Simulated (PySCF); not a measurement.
# Rh (Rh3+): the cost of one run

Programs: PySCF 2.14.0, with routines of our own; each step states its level. All values are computed. Atoms count from 0.

## Step 1: The starting structure

1 atom, charge 3, states of the metal's open shell are computed; geometry from: free ion.

## Step 2: Ligand-field states: state-averaged CASSCF

What the job is given:

```
{"job": {"kind": "lf", "basis": {"metal": "x2c-TZVPall", "ligand": "x2c-SVPall"}, "nevpt": true}, "charge": 3, "metal": "Rh", "open_shell": "d6"}
Rh     0.000000     0.000000     0.000000
```

Level: state-averaged CASSCF of the metal d shell, SC-NEVPT2 on the averaged canonical orbitals, state-interaction spin-orbit coupling.

Started as:

```bash
> OMP_NUM_THREADS=1 python lf_run.py task.json out
```

The driver reads the jobs from task.json and runs them one after another.

Q: Estimate the wall time and peak memory of this first job on 1 thread of AMD EPYC 7R43, shared host.

About 8.8 s, with a peak of 0.2 GiB.
